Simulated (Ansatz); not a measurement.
# LaHg2: pressure against volume

The task here is to estimate one member of a computed series from the others.

Computed with Ansatz 0.2.0 (DFT PBEsol, scalar-relativistic, unless a step's input says otherwise).

## The system as given

Symmetry: P-3m1, No. 164, trigonal system. Conventional cell: a = 4.960 Å, b = 4.960 Å, c = 3.650 Å, α = 90.00°, β = 90.00°, γ = 120.00°. La (site symmetry -3m) is surrounded by 12 Hg at 3.30 to 3.50 Å and 2 La at 3.65 Å. Around Hg (site symmetry 3m) lie 3 Hg at 2.89 Å and 3 La at 3.30 Å.

Coordinates:

```cif
data_structure
_symmetry_space_group_name_H-M 'P-3m1'
_symmetry_Int_Tables_number 164
_cell_length_a 4.9600
_cell_length_b 4.9600
_cell_length_c 3.6500
_cell_angle_alpha 90.000
_cell_angle_beta 90.000
_cell_angle_gamma 120.000
_cell_volume 77.77
loop_
_atom_site_label
_atom_site_type_symbol
_atom_site_symmetry_multiplicity
_atom_site_Wyckoff_symbol
_atom_site_fract_x
_atom_site_fract_y
_atom_site_fract_z
_atom_site_occupancy
La1 La 1 a 0.00000 0.00000 0.00000 1
Hg1 Hg 2 d 0.33333 0.66667 0.45000 1
```

The file gives the conventional cell by its symmetry; the runs use the cell typed in the input.

Atoms are numbered in the order of the input: La1, Hg2, Hg3.

Set-up of the first run:

input.yaml reads:

```yaml
crystal:
  lattice:
    - [4.892966463, 0.0, 0.0]
    - [-2.4464832314, 4.2374332567, 0.0]
    - [0.0, 0.0, 3.6006696285]
  atoms:
    - { symbol: La, position: [0.0, 0.0, 0.0] }
    - { symbol: Hg, position: [0.3333333333, 0.6666666667, 0.45] }
    - { symbol: Hg, position: [0.6666666667, 0.3333333333, 0.55] }
kpoints:
  mp_grid: { grid: [10, 10, 11] }
  band_path:
    path:
      - [0.0, 0.0, 0.0]
      - [0.5, 0.0, 0.0]
      - [0.3333333333, 0.3333333333, 0.0]
      - [0.0, 0.0, 0.0]
      - [0.0, 0.0, 0.5]
      - [0.5, 0.0, 0.5]
      - [0.3333333333, 0.3333333333, 0.5]
      - [0.0, 0.0, 0.5]
      - [0.5, 0.0, 0.5]
    npoints: 5
scf:
  occupations: { method: fermi_dirac, width: 0.03 }
hamiltonian:
  xc: pbesol
  pseudopotentials: { kind: all_electron, lapw: { basis_error: 0.0005 } }
output:
  forces: true
  stress: true
  eigenvalues: true
```

Command:

```console
$ ansatz run input.yaml --threads 1 --pin off --max-ram 4096MiB --backend cpu --events-out ev --progress --plain --runs-dir out
```

Among the steps run: Volume × 0.96, LAPW; Volume × 0.96, PAW; Volume × 0.96, crystal datasets; Volume × 0.99, LAPW; Volume × 0.99, PAW; Volume × 0.99, crystal datasets; Volume × 1.02, LAPW; Volume × 1.02, PAW; Volume × 1.02, crystal datasets; Volume × 1.06, LAPW; Volume × 1.06, PAW; Volume × 1.06, crystal datasets.

One of the session's tables, all rows but one given; the rest of the session is left out.

It belongs to the step «The equation of state». 

| method | volume (Å³/atom) | largest force (eV/Å) |
| --- | --- | --- |
| LAPW | 24.885 | 0.311 |
| LAPW | 25.663 | 0.294 |
| LAPW | 26.440 | 0.277 |
| LAPW | 27.477 | 0.254 |
| PAW | 24.885 | 0.311 |
| PAW | 25.663 | 0.294 |
| PAW | 26.440 | 0.277 |
| PAW | 27.477 | 0.254 |
| crystal datasets | 24.885 | 0.311 |
| crystal datasets | 25.663 | 0.294 |
| crystal datasets | 26.440 | 0.277 |
| crystal datasets | 27.477 | ? |

Estimate the missing values for crystal datasets, 27.477.

**Answer.** largest force (eV/Å): 0.253. In the column «largest force (eV/Å)» it is the lowest.

To keep in mind: Warnings in the runs' records: gradients without spin orbit, crystal datasets made.
